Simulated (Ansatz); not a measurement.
# C4H6B, SMILES [CH2]C#CBC: a single point from an input written key by key

Program: Ansatz 0.2.0, Python API.

The cells in order, each with its output:

**Cell 1**
```python
import ansatz
```

**Cell 2**
```python
DECK = '''
crystal:
  periodic: [false, false, false]
  atoms:
    - { symbol: C, position_ang: [2.9714, 0.5305, 0.4839] }
    - { symbol: C, position_ang: [1.6027, 0.3732, -0.0079] }
    - { symbol: C, position_ang: [0.4749, 0.2435, -0.4127] }
    - { symbol: B, position_ang: [-0.9618, 0.0777, -0.927] }
    - { symbol: C, position_ang: [-2.1018, -0.4811, 0.0269] }
    - { symbol: H, position_ang: [2.9702, 1.1877, 1.3777] }
    - { symbol: H, position_ang: [3.3833, -0.4631, 0.756] }
    - { symbol: H, position_ang: [-1.2206, 0.3687, -2.0421] }
    - { symbol: H, position_ang: [-2.9066, 0.2767, 0.1207] }
    - { symbol: H, position_ang: [-2.5224, -1.4107, -0.4088] }
    - { symbol: H, position_ang: [-1.6893, -0.703, 1.0333] }
magnetization:
  spin_polarized: true
  initial_magnetization: 1
basis:
  gaussian: { orbitals: def2-SVP }
hamiltonian:
  xc: r2scan
'''
```

**Cell 3**
```python
session = ansatz.Session.from_yaml(DECK)
rep = session.plan(threads=1).execute().report
```

**Cell 4**
```python
for key in ('converged', 'free_energy_ev', 'reference_energy_ev', 'n_frozen', 'n_occupied', 'n_virtual'):
    print(f'{key:22s} {rep[key]}')
symbols = ['C', 'C', 'C', 'B', 'C', 'H', 'H', 'H', 'H', 'H', 'H']
```
Output:
```text
converged              True
free_energy_ev         -4911.998802403424
reference_energy_ev    -4911.998802403424
n_frozen               0
n_occupied             [18, 17]
n_virtual              [82, 83]
```

Total energies depend on the basis set; only differences at equal settings carry meaning. The geometry is a force-field or estimated start, not a minimum of this method, and the basis set is short of its limit. The run takes the species as open-shell (spin multiplicity 2), which needn't be its ground state. The whole script took 10 s on 1 thread of Arm Neoverse V1 (shared host), peak memory 0.24 GiB.
